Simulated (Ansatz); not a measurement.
Here is an Ansatz 0.2.0 calculation.

The input input.yaml:

```yaml
crystal:
  lattice:
    - [0.0, 2.7, 2.7]
    - [2.7, 0.0, 2.7]
    - [2.7, 2.7, 0.0]
  atoms:
    - { symbol: Gd, position: [0.0, 0.0, 0.0], spin: 7.0 }
    - { symbol: O, position: [0.25, 0.25, 0.25] }
hamiltonian:
  xc: lda
  pseudopotentials: { kind: paw }
  hubbard: { sites: [{ species: Gd, l: f, u_eff: 5.0 }] }
magnetization:
  spin_polarized: true
kpoints:
  mp_grid: { grid: [9, 9, 9] }
  band_path:
    path:
      - [[0.0, 0.0, 0.0], [0.5, 0.0, 0.5], [0.5, 0.25, 0.75], [0.375, 0.375, 0.75], [0.0, 0.0, 0.0], [0.5, 0.5, 0.5], [0.625, 0.25, 0.625], [0.5, 0.25, 0.75], [0.5, 0.5, 0.5], [0.375, 0.375, 0.75]]
      - [[0.625, 0.25, 0.625], [0.5, 0.0, 0.5]]
    npoints: 14
scf:
  occupations: { method: fermi_dirac, width: 0.05 }
  n_extra_bands: 6
output:
  forces: true
  stress: true
  eigenvalues: true
  fatbands: true
```

Potentials or basis: Ansatz PAW.

The run is started by

```sh
$ ansatz run input.yaml --threads 2 --pin off --max-ram 5632MiB --backend cpu --events-out ev --progress --plain --runs-dir out
```

Question: Estimate the absolute moment.

Answer: 7.85 μB per cell.

Question: What does it give for the pressure?

Answer: -7.0 GPa.

Levels at the corners of the path, in eV from the Fermi level:
Spin up:
```tsv
point	band 12	band 13	band 14	band 15	band 16	band 17	band 18
Γ	-8.12	-5.81	-5.81	-5.81	-2.38	2.10	2.10
X	-8.14	-6.39	-4.67	-4.67	-1.01	0.70	3.65
W	-8.13	-5.70	-5.29	-4.66	-1.03	0.41	2.88
K	-8.14	-5.98	-4.88	-4.86	-1.05	0.84	2.41
Γ	-8.12	-5.81	-5.81	-5.81	-2.38	2.10	2.10
L	-8.12	-5.58	-5.41	-5.41	0.06	2.04	2.04
U	-8.14	-5.98	-4.88	-4.86	-1.05	0.84	2.41
W	-8.13	-5.70	-5.29	-4.66	-1.03	0.41	2.88
L	-8.12	-5.58	-5.41	-5.41	0.06	2.04	2.04
K	-8.14	-5.98	-4.88	-4.86	-1.05	0.84	2.41
U	-8.14	-5.98	-4.88	-4.86	-1.05	0.84	2.41
X	-8.14	-6.39	-4.67	-4.67	-1.01	0.70	3.65
```
Spin down:
```
point  band 5  band 6  band 7  band 8  band 9  band 10  band 11  band 12
    Γ  -19.19   -5.70   -5.70   -5.70   -1.58     1.82     1.82     1.82
    X  -17.74   -6.25   -4.58   -4.58    0.35     0.98     1.83     1.89
    W  -17.67   -5.43   -5.35   -4.59    0.36     1.01     1.82     1.82
    K  -17.72   -5.82   -4.80   -4.80    0.27     1.20     1.81     1.85
    Γ  -19.19   -5.70   -5.70   -5.70   -1.58     1.82     1.82     1.82
    L  -18.07   -5.30   -5.30   -5.29    0.77     1.66     1.78     1.78
    U  -17.72   -5.82   -4.80   -4.80    0.27     1.20     1.81     1.85
    W  -17.67   -5.43   -5.35   -4.59    0.36     1.01     1.82     1.82
    L  -18.07   -5.30   -5.30   -5.29    0.77     1.66     1.78     1.78
    K  -17.72   -5.82   -4.80   -4.80    0.27     1.20     1.81     1.85
    U  -17.72   -5.82   -4.80   -4.80    0.27     1.20     1.81     1.85
    X  -17.74   -6.25   -4.58   -4.58    0.35     0.98     1.83     1.89
```

Caveat: the magnetic or orbital state may not be the lowest; the pressure holds a Pulay correction of +0.4 GPa for the finite cutoff; spin-orbit coupling is left out, which moves the levels of the heavy elements; a cell with one magnetic atom can't hold antiferromagnetic order, which such compounds often take; the PAW data sets come from PBE, with cores solved anew for the run's functional, which leaves a small shift of forces and pressure. The state reached can hang on the start; a lower one may exist.
